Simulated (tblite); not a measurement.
# AgH11NO3Si3Ti: the cost of one run

Computed with tblite 0.8.0 and PySCF 2.14.0; each step states its level. No surroundings beyond the atoms listed, unless a continuum is named. Atoms count from 0, parts from 1.

## 1. Starting point

20 atoms, charge 1, multiplicity 1; geometry: rigid parts in contact. Parts: 1 = atoms 0–18, `[NH2][Ti]([O][SiH3])([O][SiH3])[O][SiH3]`, charge 0; 2 = atom 19, `[Ag+]`, charge 1.

## 2. Docking the parts with GFN2-xTB

What the job is given:

```
{"job": {"kind": "dock", "xc": "GFN2-xTB", "basis": "xTB"}, "charge": 1, "multiplicity": 1, "parts": [{"atoms": "0-18", "charge": 0, "multiplicity": 1}, {"atoms": "19-19", "charge": 1, "multiplicity": 1}]}
Si     1.559838     1.949083     0.719935
O      0.536720     1.583626    -0.459871
Ti    -0.415868     0.236809    -1.039716
O     -1.759925    -0.044741     0.055345
Si    -1.955247    -0.158903     1.642116
O      0.559056    -1.209738    -1.169160
Si     1.233442    -2.300514    -0.205510
N     -1.054551     0.646059    -2.715734
H      1.435833     3.402318     0.937599
H      1.223036     1.210723     1.960116
H      2.932497     1.611879     0.283781
H     -1.847786     1.185501     2.253636
H     -3.311330    -0.700291     1.841113
H     -0.946157    -1.067856     2.237891
H      0.178898    -3.144224     0.401175
H      2.031048    -1.628234     0.847142
H      2.101873    -3.121428    -1.067956
H     -1.330087     1.568437    -3.044767
H     -1.171289    -0.018506    -3.477135
Ag     2.319403     0.956755    -2.000202
```

With the program's defaults for keys left out, this is: GFN2-xTB search for minima from random contacts, gas phase.

On the command line:

```sh
$ OMP_NUM_THREADS=1 python cluster_run.py task.json out
```

This one command runs all jobs of the session in turn.

Q: Estimate the wall time of this first job on 1 thread of AMD EPYC 9R45, shared host.

About 14 s.
